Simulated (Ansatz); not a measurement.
## CH4FPSSi, SMILES C[Si]1(F)PS1: a ladder of methods at one geometry, step by step

Computed with the Ansatz DFT code, driven from Python.

Typed at the interpreter:
```pycon
>>> from pathlib import Path
>>> import warnings
>>> import ansatz as az
>>> import numpy as np
>>> config = {
...     "basis": "def2-SVP",
... }
>>> warnings.simplefilter("ignore", az.DeckWarning)
>>> system = (
...     az.Crystal.molecule()
...     .atom("C", [-0.0929, -1.222, -0.4368])
...     .atom("Si", [0.5963, 0.1783, 0.4684])
...     .atom("F", [1.8987, -0.1137, 1.2649])
...     .atom("P", [-0.4768, 1.9478, 0.997])
...     .atom("S", [0.7586, 1.9703, -0.6792])
...     .atom("H", [0.5554, -1.5929, -1.176])
...     .atom("H", [-0.4243, -1.991, 0.2165])
...     .atom("H", [-0.9931, -0.8557, -1.0158])
...     .atom("H", [-1.7334, 1.6327, 0.344])
... )
>>> calculation = system.calculation().basis(gaussian=config["basis"])
>>> print("functional    E (Ha)        dipole (D)   HOMO (eV)  LUMO (eV)")
functional    E (Ha)        dipole (D)   HOMO (eV)  LUMO (eV)
>>> for name in ["r2scan0", "pbe0", "pbe", "hse06"]:
...     data = calculation.functional(name).forces().orbitals().run(runs_dir="runs").report
...     lines = Path(data["orbitals_path"]).read_text().splitlines()
...     field_of = lambda key: [line.split("=")[1].strip() for line in lines if line.startswith(key)]
...     orbitals = [(27.211386 * float(e), s, float(n)) for e, s, n in zip(field_of("Ene="), field_of("Spin="), field_of("Occup="))]
...     homo = max(e for e, _, n in orbitals if n > 0.5)
...     lumo = min(e for e, _, n in orbitals if n < 0.5)
...     dipole = 4.803205 * np.linalg.norm(data["charge_distribution"]["dipole_moment_e_ang"])
...     print(f"{name:10s} {data['free_energy_ev'] / 27.211386246:14.6f} {dipole:9.3f} {homo:11.3f} {lumo:10.3f}")
...
r2scan0      -1168.875384     3.533      -6.788      0.088
pbe0         -1168.513978     3.431      -6.613     -0.025
pbe          -1168.412676     3.241      -5.435     -0.903
hse06        -1168.487030     3.424      -6.215     -0.403
```

These settings explore the input space; basis and method may be short of convergence. The geometry is a force-field or estimated start, not a minimum of this method, and the basis set is short of its limit. A lower total doesn't mark the better method: functionals have no common bound, and MP2 and coupled cluster aren't variational. Levels such as HOMO and LUMO are orbital energies: with these approximate functionals they aren't the ionisation energy and electron affinity, and their gap isn't the fundamental gap. hse06 follows the composition of plane-wave codes, whose totals differ by tens of mHa, up to about 0.1 Ha, from the form usual in Gaussian-basis programs (wpbeh). Wall time of the script: 20 s on 1 thread of Arm Neoverse V2, with other jobs on the host, peak memory 0.31 GiB.

(Lines on the test bed's own set-up are left out of the output.)
